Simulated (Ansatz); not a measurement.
# C3K radical: geometry and frequencies at several levels

An exercise on one series of results from a longer session: the logs are not shown, and one member is left open.

Program: Ansatz 0.2.0. Level of theory: the levels named in each step. These are calculated values, not measurements.

## The starting structure

Bond lengths: C1–C2 1.293 Å, C2–C3 1.292 Å, C1–K4 2.677 Å, C2–K4 2.588 Å, C3–K4 2.677 Å. Angles: C1–C2–C3 159.3°, C1–C2–K4 79.6°, C3–C2–K4 79.7°, C2–C1–K4 72.0°, C2–C3–K4 72.0°, C1–K4–C2 28.4°, C1–K4–C3 56.7°, C2–K4–C3 28.4°.

Coordinates:

```xyz
4

C     0.0894   -0.6935   -1.5939
C    -0.9837   -0.4819   -0.9049
C    -1.7350   -0.1128    0.0796
K     0.8078    0.3957    0.7431
```

The first run:

Contents of input.yaml:

```yaml
crystal:
  periodic: [false, false, false]
  atoms:
    - { symbol: C, position_ang: [0.07056881, -0.72664863, -1.66538392] }
    - { symbol: C, position_ang: [-0.98166583, -0.48090756, -0.90324805] }
    - { symbol: C, position_ang: [-1.81273016, -0.12707916, 0.06244833] }
    - { symbol: K, position_ang: [0.90225718, 0.44208535, 0.83013364] }
magnetization:
  spin_polarized: true
  initial_magnetization: 1
basis:
  gaussian: { orbitals: def2-TZVPP }
hamiltonian:
  xc: pbe0
  dispersion: d4
relax:
  f_tol: 0.002
  max_steps: 150
```

Command:

```console
$ ansatz run input.yaml --threads 2 --pin off --max-ram 5120MiB --backend cpu --events-out ev --progress --plain --runs-dir out
```

Steps of the session up to this table: Relaxation, PBE0-D4/def2-TZVPP; Frequencies, PBE0-D4/def2-TZVPP; Relaxation, PBE-D4/def2-TZVPP; Frequencies, PBE-D4/def2-TZVPP; Relaxation, r2SCAN-D4/def2-TZVPP; Frequencies, r2SCAN-D4/def2-TZVPP; Relaxation, B3LYP-D4/def2-TZVPP; Frequencies, B3LYP-D4/def2-TZVPP; Relaxation, B2PLYP/def2-TZVPP.

One of the session's tables, all rows but one given; the rest of the session is left out.

```
               level  C1–C2 (Å)  C1–K4 (Å)  C2–C3 (Å)  dipole (D)  highest frequency (cm⁻¹)
  PBE0-D4/def2-TZVPP     1.3020     2.8731     1.3020        9.58                      1762
   PBE-D4/def2-TZVPP     1.3134     2.8747     1.3134        9.38                      1732
r2SCAN-D4/def2-TZVPP          ?          ?          ?           ?                         ?
 B3LYP-D4/def2-TZVPP     1.3009     2.8983     1.3009        9.71                      1753
   B2PLYP/def2-TZVPP     1.3035     2.8963     1.3035        9.75                         -
```

Q: Estimate the row for r2SCAN-D4/def2-TZVPP from the others.

As computed: C1–C2 (Å): 1.3054; C1–K4 (Å): 2.8752; C2–C3 (Å): 1.3054; dipole (D): 9.61; highest frequency (cm⁻¹): 1762. In the column «C1–C2 (Å)» it lies between B2PLYP/def2-TZVPP (1.3035) and PBE-D4/def2-TZVPP (1.3134).
